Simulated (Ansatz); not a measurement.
# CH5FOSi2: the cost of one run

Method: UKS B3LYP/def2-SVP, in Ansatz 0.2.0.

### 1 The starting structure

Bond lengths: F1–C2 1.407 Å, C2–O3 1.393 Å, C2–Si4 1.887 Å, O3–Si4 1.668 Å, Si4–Si5 2.228 Å, C2–H6 1.089 Å, Si4–H7 1.471 Å, Si5–H8 1.477 Å, Si5–H9 1.492 Å, Si5–H10 1.503 Å. Angles (14 of 19 angles, heavy atoms first): F1–C2–O3 115.3°, F1–C2–Si4 118.1°, O3–C2–Si4 58.9°, C2–O3–Si4 75.5°, C2–Si4–O3 45.6°, C2–Si4–Si5 116.5°, O3–Si4–Si5 114.6°, F1–C2–H6 114.3°, O3–C2–H6 118.2°, Si4–C2–H6 120.8°, C2–Si4–H7 117.1°, O3–Si4–H7 110.0°, Si5–Si4–H7 125.2°, Si4–Si5–H8 110.9°.

As a file:

```xyz
10

F    -1.9463   -0.7134    1.0557
C    -1.5286    0.6017    0.7805
O    -0.3527    0.9971    1.4137
Si    0.0701    0.8400   -0.1923
Si    1.2290   -1.0017   -0.6698
H    -2.3403    1.3239    0.7039
H     0.3030    2.1668   -0.7834
H     1.3227   -1.2013   -2.1302
H     0.6889   -2.2246   -0.0063
H     2.6373   -0.8397   -0.1690
```

### 2 Relaxing end A

input.yaml

```yaml
crystal:
  periodic: [false, false, false]
  atoms:
    - { symbol: F, position_ang: [-1.9463, -0.7134, 1.0557] }
    - { symbol: C, position_ang: [-1.5286, 0.6017, 0.7805] }
    - { symbol: O, position_ang: [-0.3527, 0.9971, 1.4137] }
    - { symbol: Si, position_ang: [0.0701, 0.84, -0.1923] }
    - { symbol: Si, position_ang: [1.229, -1.0017, -0.6698] }
    - { symbol: H, position_ang: [-2.3403, 1.3239, 0.7039] }
    - { symbol: H, position_ang: [0.303, 2.1668, -0.7834] }
    - { symbol: H, position_ang: [1.3227, -1.2013, -2.1302] }
    - { symbol: H, position_ang: [0.6889, -2.2246, -0.0063] }
    - { symbol: H, position_ang: [2.6373, -0.8397, -0.169] }
magnetization:
  spin_polarized: true
basis:
  gaussian: { orbitals: def2-SVP }
hamiltonian:
  xc: b3lyp
relax:
  f_tol: 0.02
  max_steps: 50
output:
  orbitals: {}
```

On the command line:

```console
$ ansatz run input.yaml --threads 2 --pin off --max-ram 3072MiB --backend cpu --events-out ev --progress --plain --runs-dir out
```

Q: Estimate wall time and peak memory on 2 threads of AMD EPYC, shared host.

About 67 s, with a peak of 0.32 GiB.
